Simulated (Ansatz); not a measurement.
The system is KFeAs2.

```
As Fe K
1.0
    -1.98037    1.98037    6.38302
     1.98037   -1.98037    6.38302
     1.98037    1.98037   -6.38302
As Fe K
2 1 1
Direct
  0.33074 0.33074 0.00000
  0.66926 0.66926 0.00000
  0.25000 0.75000 0.50000
  0.00000 0.00000 0.00000
```

The cell comes from a database or a generator and needn't be the stable form of this composition.

Base run:

| Property | Result |
| --- | --- |
| Program | Ansatz 0.2.0 |
| Functional | PBE |
| Potentials or basis | Ansatz PAW |
| Cutoff | 420 eV (not typed: the program's choice for these potentials) |
| k mesh | 9 × 9 × 9 |
| Occupations | fermi-dirac, width 0.05 eV |
| Spin | collinear spin, ferromagnetic start |
| Starting moments | [0.0, 0.0, 3.0, 0.0] μB |
| Hubbard terms | Fe d U = 4 eV |

Its results: band gap on the k mesh none (metal or under the smearing width); pressure 6.0 GPa; net moment 2.33 μB per cell; site moments As -0.09, -0.12; Fe +2.54; K -0.00 μB; largest force 1.012 eV/Å.

Question: The run is repeated on the same cell with these changes: hubbard terms from Fe d U = 4 eV to Fe d U = 3 eV. What comes out?

Answer: Band gap on the k mesh none (metal or under the smearing width); pressure 4.5 GPa; net moment 2.21 μB per cell; site moments As -0.08; Fe +2.31; K +0.00 μB; largest force 0.581 eV/Å.

Caveats: the magnetic or orbital state may not be the lowest; a cell with one magnetic atom can't hold antiferromagnetic order, which such compounds often take; the U is typed as a test and isn't derived for this compound; forces of over 1 eV/Å show positions far from the minimum, so gaps and moduli don't describe the material at rest (some runs).
